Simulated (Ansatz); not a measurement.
# SiGeHS (doublet): from Hartree-Fock to the top rungs at a displaced geometry (v1), cc-pVDZ

One table from this session's results is given with a row withheld; the runs are named, their logs left out.

Computed with Ansatz 0.2.0, Gaussian basis. Level: cc-pVDZ, core rule «outside noble gas», up to 24 orbitals frozen.

To be run: UHF; CCSD(T) on ROHF; CCSD(T) on UHF; BCCD(T) on ROHF; CISD as a restricted active space (open shells left free, so some higher excitations enter); CCSDT(Q) on ROHF; CCSDT(Q) on UHF; CASSCF and MRCISD+Q, 9 electrons in 9 orbitals; CASSCF and NEVPT2, 9 electrons in 9 orbitals.

16 further runs of the same task are left out: 7 that didn't finish, 9 set aside as unsound or not needed. Runs told in other sessions of the task aren't counted.

### The geometry

The geometry is a PBE0/def2-TZVP stationary point (not a proven minimum) with its atoms shifted at random (size 0.040 Å). No spin-orbit coupling is included. The filled d shell of Ge may be among the frozen orbitals whatever the setting's name suggests.

4 atoms, charge 0, spin multiplicity 2.

Atoms are counted from 1 here; the program's logs count them from 0.

Bond lengths: Ge1–S2 2.345 Å, Ge1–Si3 2.321 Å, Ge1–H4 1.511 Å, S2–Si3 2.074 Å. Angles: S2–Ge1–Si3 52.8°, S2–Ge1–H4 100.5°, Si3–Ge1–H4 153.2°, Ge1–S2–Si3 63.0°, Ge1–Si3–S2 64.2°.

The first run:

in.yaml

```yaml
crystal:
  periodic: [false, false, false]
  atoms:
    - {symbol: Ge, position_ang: [-0.009274, -0.022851, 0.933670]}
    - {symbol: S, position_ang: [-0.010108, 0.974897, -1.187943]}
    - {symbol: Si, position_ang: [0.037856, -1.097145, -1.123676]}
    - {symbol: H, position_ang: [-0.064920, 1.204100, 1.814207]}
basis:
  gaussian: {orbitals: cc-pVDZ}
magnetization: {spin_polarized: true, initial_magnetization: 1}
hamiltonian: {xc: hf}
output: {orbitals: {seedname: orbitals}}
```

Run with:

```sh
$ ansatz run in.yaml --threads 1 --pin off --events-out ev --progress --plain --max-ram 2393MiB
```

Steps of the session up to this table: UHF; CCSD(T) on ROHF; CCSD(T) on UHF; BCCD(T) on ROHF; CISD as a restricted active space (open shells left free, so some higher excitations enter); CCSDT(Q) on ROHF; CCSDT(Q) on UHF; CASSCF and MRCISD+Q, 9 electrons in 9 orbitals; CASSCF and NEVPT2, 9 electrons in 9 orbitals.

One of the session's tables, all rows but one given; the rest of the session is left out.

| method | from UCCSDT(Q) (meV) |
| --- | --- |
| ROHF | +9417.1 |
| UHF | +9267.3 |
| RMP2 | +1463.4 |
| UMP2 | +1516.7 |
| CISD | +1666.0 |
| RCCSD | +522.7 |
| UCCSD | +518.3 |
| RCCSD(T) | +86.3 |
| UCCSD(T) | +90.3 |
| BCCD(T) | +83.5 |
| RCCSDT | ? |
| UCCSDT | +42.5 |
| RCCSDT(Q) | +5.7 |
| UCCSDT(Q) | 0 |
| CASSCF frontier | +7413.6 |
| NEVPT2 frontier | +1580.6 |
| MRCISD frontier | +1050.1 |
| MRCISD+Q frontier | +195.9 |

Estimate the missing values for RCCSDT.

As computed: from UCCSDT(Q) (meV): +43.4. In the column «from UCCSDT(Q) (meV)» it lies between UCCSDT (+42.5) and BCCD(T) (+83.5).

Caveats from the session: Restricted and unrestricted rows rest on different reference determinants; a gap between their highest levels can come from leftover correlation error, from unlike frozen cores or from another state.
